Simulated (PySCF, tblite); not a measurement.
# C₅H₅O₂S radical: geometry, infrared bands and EPR parameters

Aim: predict the infrared bands and EPR parameters of C₅H₅O₂S radical (`[O][C@H](O)c1ccsc1`).

Programs: tblite 0.8.0 and PySCF 2.14.0, with density-fitted response routines of our own. Each step states its level of theory. These are calculated values for one molecule in the gas phase, unless marked as measured. Atoms are numbered from 0 throughout.

## Step 1: The molecule as given

13 atoms, charge 0, multiplicity 2; geometry from: force field or distance geometry start.

Bonds of the start (Å): O0–C1 1.31, C1–O2 1.42, C1–C3 1.52, C3–C4 1.45, C4–C5 1.37, C5–S6 1.71, S6–C7 1.70, C7–C3 1.39, C1–H8 1.08, O2–H9 0.98, C4–H10 1.08, C5–H11 1.08, C7–H12 1.08.

## Step 2: Relaxing the molecule with GFN2-xTB

The job: settings as JSON, then the geometry in Å.

```
{"job": {"kind": "relax", "xc": "GFN2-xTB", "basis": "xTB"}, "charge": 0, "multiplicity": 2}
O     -2.056400     0.526700     0.967800
C     -1.551200     0.215000    -0.205300
O     -1.990300    -1.125200    -0.346800
C     -0.038600     0.273900    -0.092100
C      0.828900    -0.864400     0.131100
C      2.157500    -0.520700     0.159800
S      2.396500     1.161800    -0.058700
C      0.719800     1.431200    -0.191400
H     -1.812800     0.726400    -1.122100
H     -2.438300    -1.194800     0.524600
H      0.457100    -1.874800     0.238300
H      3.002700    -1.179700     0.311100
H      0.320600     2.425100    -0.334100
```

The run is started by

```bash
> OMP_NUM_THREADS=1 python probes_run.py task.json out
```

This one command runs all jobs of the session in turn.

Log:

```text
step      E/eV     max force
  0    -666.80169    3.021
  1    -667.06346    1.699
  2    -667.16785    1.042
  3    -667.24333    0.947
  4    -667.30915    0.793
  5    -667.34564    0.529
  6    -667.36188    0.367
  7    -667.37147    0.263
  8    -667.37666    0.240
  9    -667.38002    0.166
 10    -667.38260    0.221
 11    -667.38503    0.226
 12    -667.38795    0.197
 13    -667.39118    0.230
 14    -667.39425    0.176
 15    -667.39672    0.148
 16    -667.39825    0.110
 17    -667.39923    0.104
 18    -667.40004    0.094
 19    -667.40070    0.064
 20    -667.40118    0.061
 21    -667.40153    0.057
 22    -667.40182    0.062
 23    -667.40215    0.061
 24    -667.40254    0.054
 25    -667.40297    0.060
 26    -667.40345    0.061
 27    -667.40395    0.063
 28    -667.40443    0.053
 29    -667.40483    0.050
 30    -667.40520    0.055
 31    -667.40563    0.065
 32    -667.40613    0.074
 33    -667.40655    0.057
 34    -667.40686    0.057
 35    -667.40708    0.064
 36    -667.40746    0.059
 37    -667.40794    0.081
 38    -667.40874    0.093
 39    -667.40954    0.073
 40    -667.41038    0.097
 41    -667.41129    0.105
 42    -667.41232    0.089
 43    -667.41317    0.086
 44    -667.41358    0.144
 45    -667.41288    0.222
 46    -667.41438    0.065
 47    -667.41478    0.069
 48    -667.41689    0.092
 49    -667.41779    0.088
 50    -667.41921    0.097
 51    -667.42099    0.115
 52    -667.42371    0.135
 53    -667.41938    0.548
 54    -667.42680    0.137
 55    -667.42800    0.107
 56    -667.43262    0.283
 57    -667.43477    0.160
 58    -667.43765    0.107
 59    -667.44031    0.108
 60    -667.44465    0.149
 61    -667.44901    0.182
 62    -667.45332    0.156
 63    -667.45544    0.196
 64    -667.45710    0.087
 65    -667.45807    0.063
 66    -667.45922    0.109
 67    -667.45967    0.109
 68    -667.46026    0.062
 69    -667.46058    0.056
 70    -667.46082    0.040
 71    -667.46111    0.046
 72    -667.46146    0.049
 73    -667.46169    0.038
 74    -667.46181    0.028
 75    -667.46189    0.040
 76    -667.46201    0.043
 77    -667.46218    0.034
 78    -667.46230    0.047
 79    -667.46241    0.049
 80    -667.46252    0.043
 81    -667.46261    0.020
 82    -667.46265    0.012
 83    -667.46267    0.016
 84    -667.46268    0.013
 85    -667.46270    0.008
```

Wall time 0.41 s (1 thread of Arm Neoverse V2, shared host).

Relaxation path: (not every step is listed)

| step | energy from step 0 (eV) | largest force (eV/Å) |
| --- | --- | --- |
| 0 | 0.0000 | 3.0213 |
| 1 | -0.2618 | 1.6994 |
| 2 | -0.3662 | 1.0420 |
| 3 | -0.4416 | 0.9470 |
| 4 | -0.5075 | 0.7929 |
| 5 | -0.5439 | 0.5291 |
| 6 | -0.5602 | 0.3668 |
| 7 | -0.5698 | 0.2632 |
| 8 | -0.5750 | 0.2395 |
| 15 | -0.5950 | 0.1478 |
| 22 | -0.6001 | 0.0620 |
| 29 | -0.6031 | 0.0495 |
| 36 | -0.6058 | 0.0593 |
| 43 | -0.6115 | 0.0856 |
| 50 | -0.6175 | 0.0965 |
| 57 | -0.6331 | 0.1599 |
| 64 | -0.6554 | 0.0870 |
| 71 | -0.6594 | 0.0459 |
| 78 | -0.6606 | 0.0471 |
| 80 | -0.6608 | 0.0427 |
| 81 | -0.6609 | 0.0199 |
| 82 | -0.6610 | 0.0124 |
| 83 | -0.6610 | 0.0158 |
| 84 | -0.6610 | 0.0135 |
| 85 | -0.6610 | 0.0082 |

Distances of close pairs at the start and the end, largest changes first:

| bond | before (Å) | after (Å) | change (Å) |
| --- | --- | --- | --- |
| C1–H8 | 1.082 | 1.140 | +0.058 |
| O0–C1 | 1.315 | 1.275 | -0.039 |
| C3–C4 | 1.448 | 1.417 | -0.031 |
| C1–C3 | 1.518 | 1.546 | +0.028 |
| C3–C7 | 1.387 | 1.359 | -0.028 |
| C4–C5 | 1.373 | 1.354 | -0.019 |
| O2–H9 | 0.982 | 0.966 | -0.016 |
| C1–O2 | 1.417 | 1.404 | -0.013 |

The end geometry stands in the next job.

## Step 3: Infrared spectrum with GFN2-xTB

The job: settings as JSON, then the geometry in Å.

```
{"job": {"kind": "ir", "xc": "GFN2-xTB", "basis": "xTB"}, "charge": 0, "multiplicity": 2}
O     -2.206292     1.146295     0.095709
C     -1.522803     0.114756    -0.212720
O     -1.938006    -1.114836     0.323907
C      0.012895     0.235054    -0.078399
C      0.890000    -0.875773    -0.151467
C      2.178363    -0.507770     0.043935
S      2.339611     1.192514     0.290976
C      0.649995     1.418055     0.126452
H     -1.536421    -0.048484    -1.340481
H     -2.685259    -0.939983     0.910935
H      0.551309    -1.882294    -0.309651
H      3.052486    -1.127059     0.065873
H      0.209734     2.390013     0.217203
```

Log:

```text
mode    cm-1     km/mol
  1      43.6      1.04
  2     147.4      0.19
  3     165.5      0.40
  4     310.6     78.91
  5     334.9     57.84
  6     404.6      7.43
  7     415.9      8.81
  8     517.8     46.96
  9     559.8     37.82
 10     616.6     10.43
 11     652.6     60.81
 12     748.1      1.55
 13     765.5     22.46
 14     806.5      3.53
 15     839.4      3.84
 16     862.7     35.43
 17     878.0      6.11
 18     944.9     74.68
 19    1022.4    201.42
 20    1068.5      6.91
 21    1085.4     29.31
 22    1097.2      3.81
 23    1149.2      9.98
 24    1179.7      8.20
 25    1341.2     19.98
 26    1362.8    137.11
 27    1441.9     40.17
 28    1523.3     21.25
 29    2382.9      3.85
 30    3152.0      0.83
 31    3169.9      1.79
 32    3181.2      1.13
 33    3516.3     62.25
```

Wall time 0.31 s (1 thread of Arm Neoverse V2, shared host).

The strongest bands and the atoms that carry them (share of the mass-weighted mode):

| cm⁻¹ | km/mol | atoms |
| --- | --- | --- |
| 311 | 78.9 | H9 63 % |
| 335 | 57.8 | O2 34 %, S6 19 %, O0 13 %, H9 12 % |
| 518 | 47.0 | C1 21 %, C4 17 %, C3 16 % |
| 653 | 60.8 | C1 40 %, C3 21 % |
| 945 | 74.7 | H8 42 %, C1 29 %, O2 15 % |
| 1022 | 201.4 | H8 30 %, C1 28 %, O2 20 % |
| 1363 | 137.1 | C1 49 %, O0 31 % |
| 3516 | 62.2 | H9 94 % |

## Step 4: EPR parameters: B3LYP/pcH-1

Same as in step 3 but for these lines:

```diff
@@ -1,2 +1,2 @@
-{"job": {"kind": "ir", "xc": "GFN2-xTB", "basis": "xTB"}, "charge": 0, "multiplicity": 2}
+{"job": {"kind": "epr", "basis": "pcH-1"}, "charge": 0, "multiplicity": 2}
 O     -2.206292     1.146295     0.095709
```

Level: UKS B3LYP, pcH-1 on C H O S, non-relativistic, mean-field spin-orbit, GIAO.

Log:

```text
UKS, coarse grid
  cycle   1  E = -741.80069550  |g| = 8.22e-01
  cycle   2  E = -736.78997131  |g| = 2.32e+00
  cycle   3  E = -741.74111583  |g| = 7.57e-01
  cycle   4  E = -742.05657746  |g| = 2.10e-01
  cycle   5  E = -742.08611855  |g| = 2.16e-01
  cycle   6  E = -742.10126329  |g| = 1.33e-01
  cycle   7  E = -742.10586013  |g| = 1.10e-01
  cycle   8  E = -742.10879389  |g| = 8.02e-02
  cycle   9  E = -742.11230941  |g| = 1.49e-02
  cycle  10  E = -742.11239223  |g| = 1.11e-02
  cycle  11  E = -742.11245997  |g| = 2.96e-03
  cycle  12  E = -742.11247035  |g| = 1.40e-03
  cycle  13  E = -742.11247376  |g| = 7.00e-04
UKS, final grid
  cycle   1  E = -742.11245554  |g| = 8.89e-04
  cycle   2  E = -742.11245539  |g| = 1.59e-03
  cycle   3  E = -742.11245658  |g| = 2.92e-04
  cycle   4  E = -742.11245678  |g| = 2.31e-04
  cycle   5  E = -742.11245715  |g| = 1.93e-04
  cycle   6  E = -742.11245726  |g| = 7.07e-05
  cycle   7  E = -742.11245727  |g| = 4.09e-05
  cycle   8  E = -742.11245727  |g| = 1.64e-05
E = -742.11245727 Eh   <S^2> = 0.7560 (exact 0.7500)
g shifts (ppm)      1          2          3
  rmc          -266       -266       -266
  gc             -1         14         39
  oz_so          59       5323      18552
  total        -209       5071      18325
hyperfine (MHz)  atom isotope    a_iso     a_fc   dipolar eigenvalues
    0   17O     -43.69     -41.67   -208.19    103.04    105.15
    1   13C     -59.09     -59.22     -8.04      2.42      5.62
    2   17O      -1.56      -1.36    -13.78      6.40      7.38
    3   13C     110.06     110.11    -13.72    -12.19     25.91
    4   13C       1.63       1.63     -1.69     -1.27      2.96
    5   13C       6.84       6.84     -0.93     -0.30      1.23
    6   33S       0.19       0.20     -2.02     -1.89      3.91
    7   13C      -2.25      -2.26     -2.51     -0.40      2.90
    8    1H     475.64     475.61     -8.98     -4.60     13.58
    9    1H      -3.87      -3.93     -4.75     -1.18      5.93
   10    1H      -0.16      -0.17     -2.05     -1.43      3.48
   11    1H       2.88       2.88     -0.78     -0.46      1.24
   12    1H       0.17       0.18     -3.53     -2.33      5.87
```

Wall time 77 s (1 thread of Arm Neoverse V2, shared host); peak memory 1 GiB.

Principal g values 2.00211, 2.00739, 2.02064; g(iso) = 2.01005, against 2.00232 for a free electron.

Hyperfine couplings, nucleus by nucleus at this fixed geometry (no averaging over rotations):

| nuclei | isotope | a(iso) (MHz) | a(iso) (G, at g = 2.0023) | largest dipolar term (MHz) |
| --- | --- | --- | --- | --- |
| H8 | 1H | 475.6 | 169.7 | 13.6 |
| C3 | 13C | 110.1 | 39.3 | 25.9 |
| C1 | 13C | -59.1 | -21.1 | -8.0 |
| O0 | 17O | -43.7 | -15.6 | -208.2 |
| C5 | 13C | 6.8 | 2.4 | 1.2 |
| H9 | 1H | -3.9 | -1.4 | 5.9 |
| H11 | 1H | 2.9 | 1.0 | 1.2 |
| C7 | 13C | -2.3 | -0.8 | 2.9 |
| C4 | 13C | 1.6 | 0.6 | 3.0 |
| O2 | 17O | -1.6 | -0.6 | -13.8 |
| S6 | 33S | 0.2 | 0.1 | 3.9 |
| H12 | 1H | 0.2 | 0.1 | 5.9 |
| H10 | 1H | -0.2 | -0.1 | 3.5 |

Mulliken spin populations:

O0 0.68; C1 -0.07; O2 0.04; C3 0.11; C4 0.00; C5 0.00; S6 0.02; C7 0.00; H8 0.21; H9 0.00; H10 0.00; H11 0.00; H12 0.00

In first order the couplings over 0.8 MHz of 1H give 8 distinct lines over 172.1 G.

The fields below are evaluated on a grid from the run's orbitals.

ELF in a plane through or near 10 of the atoms.

Values, 10 rows by 14 columns:
```
0.00 0.00 0.00 0.00 0.00 0.00 0.00 0.00 0.00 0.00 0.00 0.00 0.00 0.00
0.00 0.00 0.00 0.00 0.00 0.00 0.00 0.00 0.00 0.00 0.00 0.00 0.00 0.00
0.00 0.00 0.00 0.00 0.00 0.11 0.86 0.36 0.00 0.06 0.01 0.00 0.00 0.00
0.00 0.00 0.79 0.96 0.18 0.42 1.00 0.69 0.35 0.87 0.50 0.03 0.00 0.00
0.00 0.01 0.81 0.98 0.27 0.85 0.35 0.50 0.21 0.77 0.52 0.06 0.00 0.00
0.00 0.00 0.03 0.28 0.90 0.14 0.47 0.55 0.83 0.58 0.37 0.13 0.00 0.00
0.00 0.02 0.59 0.89 0.79 0.89 0.81 0.51 0.09 0.76 0.88 0.35 0.00 0.00
0.00 0.00 0.44 0.84 0.69 0.18 0.98 0.99 0.02 0.58 0.33 0.02 0.00 0.00
0.00 0.00 0.00 0.05 0.03 0.01 0.75 0.87 0.02 0.00 0.00 0.00 0.00 0.00
0.00 0.00 0.00 0.00 0.00 0.00 0.00 0.00 0.00 0.00 0.00 0.00 0.00 0.00
```
The map spans 11.3 Å across and 10.0 Å up, centred on the molecule. Atoms in the plane (x, y in Å): O0 (2.2, -1.1), C1 (1.5, -0.1), C3 (0.0, -0.2), C4 (-0.9, 0.9), C5 (-2.2, 0.5), S6 (-2.3, -1.2), C7 (-0.6, -1.4), H10 (-0.6, 1.9), H11 (-3.1, 1.1), H12 (-0.2, -2.4).

log10 of the density (e/Å³) in the same plane.

Ten even steps from ' ' (-4.0) to '@' (1.6):
```
                                                        
                                                        
                                                        
                  ....::::::::..    ..                  
          ......::::----==----::::::--::::..            
      ..::----------==++**++==--====++====--..          
    ..::--==++++====++**##**++==++******++==::..        
    ..--==++####******####**++++**##%%##**++--::        
    ..--==++**##%%####@@####**++**##%%##**++--::..      
    ..--==++**##%%############**######**++==--::        
    ..::--==++**####****##@@%%##########**++==--..      
    ..--==++**######****######****##%%%%##++==--..      
    ::--==++**##@@######@@##**++++**%%%%##**==--..      
    ::--==++****##****######**++==++******++--::        
    ..::--==++++++++++**####**++====++++==--::..        
      ..::----==========++++++==--::----::..            
        ..::::::::::----======--::......                
                ........::::::..                        
                                                        
                                                        
```
The map spans 11.3 Å across and 10.0 Å up, centred on the molecule. Atoms in the plane (x, y in Å): O0 (2.2, -1.1), C1 (1.5, -0.1), C3 (0.0, -0.2), C4 (-0.9, 0.9), C5 (-2.2, 0.5), S6 (-2.3, -1.2), C7 (-0.6, -1.4), H10 (-0.6, 1.9), H11 (-3.1, 1.1), H12 (-0.2, -2.4).

On the surface of density 0.002 e/bohr³ the electrostatic potential runs, from the 1st to the 99th percentile, from -1.17 V near O0 to 1.94 V near H9.

The spin density lies nearest to O0 60 %; H8 18 %; C3 10 %.

## Step 5: What came out

| quantity | value |
| --- | --- |
| strongest single infrared mode (GFN2-xTB) | 1022 cm⁻¹, 201 km/mol |
| zero-point energy (GFN2-xTB) | 53.9 kcal/mol |
| g(iso) (B3LYP) | 2.01005 |
| ⟨S²⟩ | 0.756 (exact 0.75) |
| largest a(iso) | 1H on H8, 475.6 MHz |
| surface potential, 1st and 99th percentile | -1.17 V and 1.94 V |

In words: Relaxing lowered the energy by 0.661 eV in 85 steps; the close pair that moved most is C1–H8, from 1.082 to 1.140 Å. All 33 modes are real, so the xTB geometry is a minimum. The strongest single mode, at 1022 cm⁻¹, is spread over several atoms, H8, C1, O2 among them. Unscaled tight-binding wavenumbers are off by several per cent, some by more. Its intensities can rank the bands wrongly. O0 carries the largest spin population, 0.68 e. The isotropic g lies 7.7 ppt above the free-electron value.
